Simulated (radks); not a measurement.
# N in [He] 2s2 2p2.75 3s0.25: an all-electron calculation

An exercise on one series of results from a longer session: the logs are not shown, and one member is left open.

Program: radks (a radial shooting solver on a logarithmic mesh, Libxc functionals) version 1. Level of theory: non-relativistic Kohn-Sham, XLYP, spin-polarised, spherical densities, point nucleus; open shells are filled with parallel spins first. These are calculated values, not measurements, unless marked.

## Starting point

* element: nitrogen (Z = 7)
* charge: 0
* electrons: 7
* configuration: [He] 2s2 2p2.75 3s0.25

Set-up of the first run:

Input:

```text
Z 7
configuration [He] 2s2 2p2.75 3s0.25 3p0 4s0
relativity non-relativistic
functional xlyp
spin polarised
nucleus point
```

On the command line:

```console
$ python run_ks.py task.json out
```

All runs below come from this command, one after another.

One of the session's tables, all rows but one given; the rest of the session is left out.

It belongs to the step «Radial structure». Radial moments (bohr):

| level | <r> | outermost maximum (interpolated) | 90 % within | nodes |
| --- | --- | --- | --- | --- |
| 1s up | 0.2302 | 0.148 | 0.413 | 0 |
| 1s down | 0.2295 | 0.148 | 0.412 | 0 |
| 2s up | 1.287 | 0.999 | 2.06 | 1 |
| 2s down | ? | ? | ? | ? |
| 2p up | 1.383 | 0.939 | 2.39 | 0 |
| 2p down | 1.571 | 0.985 | 2.80 | 0 |
| 3s up | 6.812 | 5.26 | 10.8 | 2 |

Q: Estimate the row for 2s down from the others.

The run gave: <r>: 1.349; outermost maximum (interpolated): 1.02; 90 % within: 2.18; nodes: 1. In the column «<r>» it lies between 2s up (1.287) and 2p up (1.383).
